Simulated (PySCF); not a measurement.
# RuN(OH)2: structure of the quartet

Aim: relax RuN(OH)2 as a quartet from a T-shaped (ligand arrangement 1) start, check by its vibrations whether the end is a minimum, and collect its spectrum and constants.

Computed with PySCF 2.14.0. Level: PBE0, basis Ru def2-TZVP with ECP28, N def2-TZVP, O def2-TZVP, H def2-TZVP, scalar-relativistic core potentials, no spin–orbit coupling, density fitting.

### Step 1. The system as given

6 atoms, charge 0, spin multiplicity 4.

Bond lengths: Ru1–N2 1.740 Å, Ru1–O3 1.880 Å, Ru1–O4 1.880 Å, O3–H5 0.960 Å, O4–H6 0.960 Å. Angles: N2–Ru1–O3 88.0°, N2–Ru1–O4 88.0°, O3–Ru1–O4 176.0°, Ru1–O3–H5 130.0°, Ru1–O4–H6 130.0°.

```xyz
6
charge 0 multiplicity 4
Ru    0.0000    0.0000    0.0000
N     0.0000    0.0000    1.7400
O     1.8789    0.0000    0.0656
O    -1.8789    0.0000    0.0656
H     2.4956   -0.7354    0.0871
H    -2.4956    0.7354    0.0871
```

### Step 2. Finding the electronic state

One driver script runs all steps and calls PySCF; scf.py shows how it sets up the SCF of each step. The optimiser is the driver's own. After this first run the driver tries any further starts and a stability analysis.

Input file scf.py:

```python
from pyscf import gto, scf, dft
mol = gto.M(atom='''
Ru     0.000000     0.000000     0.000000
N      0.000000     0.000000     1.740000
O      1.878900     0.000000     0.065600
O     -1.878900     0.000000     0.065600
H      2.495600    -0.735400     0.087100
H     -2.495600     0.735400     0.087100''',
    basis={'Ru': 'def2-TZVP', 'N': 'def2-TZVP', 'O': 'def2-TZVP', 'H': 'def2-TZVP'},
    ecp={'Ru': 'def2-TZVP'},
    charge=0, spin=3)
mf = dft.UKS(mol, xc='PBE0')
mf.grids.atom_grid = (50, 194)
aux = {'Ru': 'def2-universal-JKFIT', 'N': 'def2-universal-JKFIT', 'O': 'def2-universal-JKFIT', 'H': 'def2-universal-JKFIT'}
mf = mf.density_fit(auxbasis=aux)
mf.conv_tol = 1e-08
mf.diis_space = 10
mf.max_cycle = 60
mf.init_guess = 'minao'
mf.verbose = 4
mf.kernel()
```

The run is started by

```
> OMP_NUM_THREADS=4 python axn.py task.json out
```

The program printed:

```text
[... the frontier levels of the middle cycles are left out ...]
init E= -293.117339337777
[... the frontier-level lines of each cycle are left out ...]
cycle= 1 E= -300.164707270115  delta_E= -7.05  |g|= 1.44  |ddm|= 3.43
cycle= 2 E= -292.380533299956  delta_E= 7.78  |g|= 3.61  |ddm|= 5.17
cycle= 3 E= -300.509267425405  delta_E= -8.13  |g|= 1.13  |ddm|= 5.09
cycle= 4 E= -300.982474134035  delta_E= -0.473  |g|= 0.293  |ddm|= 0.588
cycle= 5 E= -301.015306068992  delta_E= -0.0328  |g|= 0.105  |ddm|= 0.264
cycle= 6 E= -301.019878934213  delta_E= -0.00457  |g|= 0.0568  |ddm|= 0.105
cycle= 7 E= -301.021843205942  delta_E= -0.00196  |g|= 0.025  |ddm|= 0.0654
cycle= 8 E= -301.022924995007  delta_E= -0.00108  |g|= 0.017  |ddm|= 0.0584
cycle= 9 E= -301.024131855507  delta_E= -0.00121  |g|= 0.0091  |ddm|= 0.0827
cycle= 10 E= -301.024900714311  delta_E= -0.000769  |g|= 0.00591  |ddm|= 0.069
cycle= 11 E= -301.025647308911  delta_E= -0.000747  |g|= 0.00383  |ddm|= 0.0929
cycle= 12 E= -301.026027295079  delta_E= -0.00038  |g|= 0.00331  |ddm|= 0.0724
cycle= 13 E= -301.026177721127  delta_E= -0.00015  |g|= 0.00266  |ddm|= 0.0348
cycle= 14 E= -301.026267736775  delta_E= -9e-05  |g|= 0.00251  |ddm|= 0.0227
[... 2 cycles left out ...]
cycle= 17 E= -301.02680297078  delta_E= -0.000113  |g|= 0.00221  |ddm|= 0.0396
cycle= 18 E= -301.02677654387  delta_E= 2.64e-05  |g|= 0.002  |ddm|= 0.0117
cycle= 19 E= -301.027022307905  delta_E= -0.000246  |g|= 0.00638  |ddm|= 0.151
cycle= 20 E= -301.027018833816  delta_E= 3.47e-06  |g|= 0.00116  |ddm|= 0.0396
cycle= 21 E= -301.027058179359  delta_E= -3.93e-05  |g|= 0.00129  |ddm|= 0.0476
cycle= 22 E= -301.027063243466  delta_E= -5.06e-06  |g|= 0.000293  |ddm|= 0.0142
cycle= 23 E= -301.027063071788  delta_E= 1.72e-07  |g|= 0.000336  |ddm|= 0.00419
cycle= 24 E= -301.027063448683  delta_E= -3.77e-07  |g|= 0.000149  |ddm|= 0.00479
cycle= 25 E= -301.027063432486  delta_E= 1.62e-08  |g|= 0.000215  |ddm|= 0.00133
cycle= 26 E= -301.027063471815  delta_E= -3.93e-08  |g|= 7.2e-05  |ddm|= 0.00154
cycle= 27 E= -301.027063479828  delta_E= -8.01e-09  |g|= 0.000109  |ddm|= 0.00139
cycle= 28 E= -301.027063489957  delta_E= -1.01e-08  |g|= 0.000126  |ddm|= 0.000596
cycle= 29 E= -301.027063516791  delta_E= -2.68e-08  |g|= 2.31e-05  |ddm|= 0.00119
cycle= 30 E= -301.027063518611  delta_E= -1.82e-09  |g|= 1.48e-05  |ddm|= 0.000186
Extra cycle  E= -301.027063518776  delta_E= -1.65e-10  |g|= 3.4e-05  |ddm|= 4.52e-05
converged SCF energy = -301.027063518776  <S^2> = 3.7932047  2S+1 = 4.0215443
```

This step, with its further starts and checks, took 30 s on 4 threads of Arm Neoverse V1, shared host.

The starts that the driver tried:

```
                      start  energy (Eh)
    the minimal-basis guess  -301.027064
a thermally smeared density  -301.033650
      a smeared PBE density  -301.031815
```

This is not the lowest solution: one lies 17.3 kJ/mol lower, at -301.03365 Eh, and the relaxation starts from that.

### Step 3. Relaxing the quartet from the T-shaped (ligand arrangement 1) start

The program finds C2 symmetry in the start, which this walk keeps.

Edit scf.py of step 2 so:

```diff
@@ -3,6 +3,6 @@
-Ru     0.000000     0.000000     0.000000
-N      0.000000     0.000000     1.740000
-O      1.878900     0.000000     0.065600
-O     -1.878900     0.000000     0.065600
-H      2.495600    -0.735400     0.087100
-H     -2.495600     0.735400     0.087100''',
+Ru     0.000000     0.000000    -0.177699
+N      0.000000     0.000000     1.562301
+O      1.878900     0.000000    -0.112099
+O     -1.878900    -0.000000    -0.112099
+H      2.495600    -0.735400    -0.090599
+H     -2.495600     0.735400    -0.090599''',
@@ -19 +18,0 @@
-mf.init_guess = 'minao'
```

Steps of the walk:

```
step  energy (Eh)  change (kJ/mol)  largest symmetric gradient (Eh/bohr)
   0  -301.033650             0.00                               0.08917
   1  -301.068379           -91.18                               0.07350
   2  -301.077177          -114.28                               0.12691
   3  -301.094367          -159.41                               0.02510
   4  -301.098290          -169.71                               0.02064
   5  -301.102021          -179.51                               0.01648
   6  -301.103420          -183.18                               0.01033
   7  -301.103836          -184.27                               0.00565
   8  -301.104165          -185.14                               0.00437
   9  -301.104899          -187.06                               0.00629
  10  -301.105210          -187.88                               0.00687
  11  -301.105690          -189.14                               0.00390
  12  -301.105947          -189.82                               0.00855
  13  -301.106313          -190.78                               0.00145
  14  -301.106346          -190.86                               0.00397
  15  -301.106395          -190.99                               0.00032
  16  -301.106401          -191.01                               0.00023
  17  -301.106405          -191.02                               0.00045
  18  -301.106408          -191.03                               0.00037
  19  -301.106412          -191.04                               0.00013
  20  -301.106413          -191.04                               0.00006
```

The walk took 84 s.

Positions (Å) and forces (eV/Å) along the way:

```
step 0
Ru   0.000   0.000  -0.178   0.000   0.000   4.585
N    0.000   0.000   1.562   0.000   0.000  -1.157
O    1.879   0.000  -0.112   0.889  -0.076  -1.688
O   -1.879   0.000  -0.112  -0.889   0.075  -1.688
H    2.496  -0.735  -0.091  -0.083   0.082  -0.026
H   -2.496   0.735  -0.091   0.083  -0.081  -0.026
step 1
Ru   0.000   0.000  -0.051   0.000   0.000   3.779
N    0.000   0.000   1.639   0.000   0.000  -1.261
O    1.904  -0.001  -0.211  -0.190  -0.115  -1.407
O   -1.904   0.001  -0.211   0.190   0.115  -1.407
H    2.508  -0.739  -0.093  -0.163   0.135   0.148
H   -2.508   0.739  -0.093   0.163  -0.136   0.148
step 10
Ru   0.000   0.000   0.226   0.000   0.000  -0.045
N    0.000   0.000   1.867   0.000   0.000   0.033
O    1.728  -0.175  -0.510   0.332  -0.225   0.102
O   -1.728   0.175  -0.510  -0.332   0.225   0.102
H    2.467  -0.596  -0.046  -0.353   0.221  -0.096
H   -2.467   0.596  -0.046   0.353  -0.221  -0.096
step 20
Ru   0.000   0.000   0.157   0.000   0.000   0.001
N    0.000   0.000   1.796   0.000   0.000  -0.002
O    1.726  -0.336  -0.545  -0.002   0.001   0.000
O   -1.726   0.336  -0.545   0.002  -0.001   0.000
H    2.458  -0.481   0.058   0.003   0.000   0.000
H   -2.458   0.481   0.058  -0.003   0.000   0.000
```

After 20 steps and 191.0 kJ/mol it ends at C2v: O–H 0.960 Å (×2), Ru–N 1.640 Å, Ru–O 1.893 Å (×2); H–O–Ru 119.3° (×2), N–Ru–O 111.8° (×2), O–Ru–O 136.5°.

### Step 4. Frequencies

On the finer grid the gradient is checked again; gradients at displacements of ±0.02 bohr then give force constants and infrared intensities.

Edit scf.py of step 3 so:

```diff
@@ -3,6 +3,6 @@
-Ru     0.000000     0.000000    -0.177699
-N      0.000000     0.000000     1.562301
-O      1.878900     0.000000    -0.112099
-O     -1.878900    -0.000000    -0.112099
-H      2.495600    -0.735400    -0.090599
-H     -2.495600     0.735400    -0.090599''',
+Ru    -0.000000    -0.000000    -0.002120
+N      0.000000     0.000000     1.637674
+O      1.725751    -0.337190    -0.703890
+O     -1.725751     0.337190    -0.703890
+H      2.458773    -0.480414    -0.100482
+H     -2.458773     0.480414    -0.100482''',
@@ -13 +13 @@
-mf.grids.atom_grid = (50, 194)
+mf.grids.atom_grid = (75, 302)
@@ -16 +16 @@
-mf.conv_tol = 1e-08
+mf.conv_tol = 1e-10
```

This SCF starts from the last density.

Log of the central SCF (cycles and frontier levels):

```text
init E= -301.106454450274
[... the frontier-level lines of each cycle are left out ...]
cycle= 1 E= -301.106454450042  delta_E= 2.32e-10  |g|= 2.54e-05  |ddm|= 1.55e-05
cycle= 2 E= -301.106454446046  delta_E= 4e-09  |g|= 0.000106  |ddm|= 6.09e-05
cycle= 3 E= -301.106454450285  delta_E= -4.24e-09  |g|= 4.22e-06  |ddm|= 4.88e-05
cycle= 4 E= -301.106454450292  delta_E= -7.28e-12  |g|= 4.73e-07  |ddm|= 2.62e-06
Extra cycle  E= -301.106454450292  delta_E= -3.41e-13  |g|= 6.62e-07  |ddm|= 7.45e-07
converged SCF energy = -301.106454450292  <S^2> = 3.7697078  2S+1 = 4.0098418
```

The whole step took 2 min.

Geometry: C2v; O–H 0.960 Å (×2), Ru–N 1.640 Å, Ru–O 1.893 Å (×2); H–O–Ru 119.3° (×2), N–Ru–O 111.8° (×2), O–Ru–O 136.5°.

Modes, for the most abundant isotopes:

```json
{"symmetry": "b1", "ω (cm⁻¹)": "100", "IR (km/mol)": "0.9", "μ (u)": "3.78"}
{"symmetry": "a1", "ω (cm⁻¹)": "180", "IR (km/mol)": "0.7", "μ (u)": "6.51"}
{"symmetry": "a2", "ω (cm⁻¹)": "213", "IR (km/mol)": "0.0", "μ (u)": "1.13"}
{"symmetry": "b1", "ω (cm⁻¹)": "239", "IR (km/mol)": "243", "μ (u)": "1.31"}
{"symmetry": "b2", "ω (cm⁻¹)": "273", "IR (km/mol)": "5.2", "μ (u)": "7.68"}
{"symmetry": "a1", "ω (cm⁻¹)": "650", "IR (km/mol)": "42.8", "μ (u)": "12.26"}
{"symmetry": "b2", "ω (cm⁻¹)": "663", "IR (km/mol)": "328", "μ (u)": "3.81"}
{"symmetry": "a1", "ω (cm⁻¹)": "703", "IR (km/mol)": "52.4", "μ (u)": "1.09"}
{"symmetry": "b2", "ω (cm⁻¹)": "741", "IR (km/mol)": "0.2", "μ (u)": "1.46"}
{"symmetry": "a1", "ω (cm⁻¹)": "1065", "IR (km/mol)": "24.4", "μ (u)": "15.57"}
{"symmetry": "b2", "ω (cm⁻¹)": "3894", "IR (km/mol)": "323", "μ (u)": "1.07"}
{"symmetry": "a1", "ω (cm⁻¹)": "3897", "IR (km/mol)": "4.2", "μ (u)": "1.07"}
```

No imaginary mode, so this is a minimum.

Properties at this point:

| Item | Value |
| --- | --- |
| Dipole moment | 0.45 D |
| Highest occupied level | -6.16 eV |
| Lowest empty level | -3.87 eV |
| Rotational constants | 0.3155, 0.1511, 0.1022 cm⁻¹ |
| Zero-point energy | 75.5 kJ/mol |
| Principal polarisabilities | 32.0, 51.6, 61.3 bohr³ |
| Atomisation energy without zero-point energy | 1914 kJ/mol |
| Principal traceless quadrupole moments about the centre of mass | -9.44, 0.63, 8.81 D Å |
| Entropy at 298.15 K and 1 bar (electronic part: spin only) | 335.5 J/(mol K) |
| Heat capacity Cp at 298.15 K | 87.1 J/(mol K) |
| Enthalpy at 298.15 K above 0 K | 18.65 kJ/mol |
| Rotational symmetry number | 2 |
| Spin squared ⟨S²⟩ | 3.770 |

Populations by atom (charges in e):

```json
{"atom": "Ru1", "Mulliken": "1.22", "Löwdin": "0.62", "polar tensor": "1.31", "spin (Mulliken)": "2.15", "Mayer order to Ru1": "–"}
{"atom": "N2", "Mulliken": "-0.47", "Löwdin": "-0.26", "polar tensor": "-0.34", "spin (Mulliken)": "0.49", "Mayer order to Ru1": "2.35"}
{"atom": "O3,4", "Mulliken": "-0.72", "Löwdin": "-0.35", "polar tensor": "-0.78", "spin (Mulliken)": "0.19", "Mayer order to Ru1": "0.85"}
{"atom": "H5,6", "Mulliken": "0.35", "Löwdin": "0.16", "polar tensor": "0.30", "spin (Mulliken)": "0.00", "Mayer order to Ru1": "0.01"}
```

Mulliken populations on Ru1 (outside its core potential): s 2.38, p 6.22, d 6.16, f 0.02.

### Step 5. Summary of results

| quantity | value |
| --- | --- |
| minimum | quartet, C2v |
| geometry | O–H 0.960 Å (×2), Ru–N 1.640 Å, Ru–O 1.893 Å (×2); H–O–Ru 119.3° (×2), N–Ru–O 111.8° (×2), O–Ru–O 136.5° |
| wavenumbers (cm⁻¹) | 100 (b1), 180 (a1), 213 (a2), 239 (b1), 273 (b2), 650 (a1), 663 (b2), 703 (a1), 741 (b2), 1065 (a1), 3894 (b2), 3897 (a1) |
| dipole moment | 0.45 D |
| highest occupied, lowest empty level (either spin) | -6.16, -3.87 eV |
| polar-tensor charge of Ru1 | +1.31 e |
| zero-point energy | 75.5 kJ/mol |
| entropy at 298.15 K | 335.5 J/(mol K) |
| atomisation energy (no zero-point energy) | 1914 kJ/mol |
| ⟨S²⟩ | 3.770 |

What this shows: The T-shaped (ligand arrangement 1) start (C2) ends in a minimum of C2v symmetry. In the infrared the band at 663 cm⁻¹ (b2) leads. Most of the spin sits on Ru1 (Mulliken spin 2.15, against 3 for the whole molecule). The first SCF alone would have been 17 kJ/mol too high. Only this shape and spin were tried, so other structures or states may lie lower. One determinant may miss the lowest occupation of an open d or f shell.

The search up to here took 3.9 min.
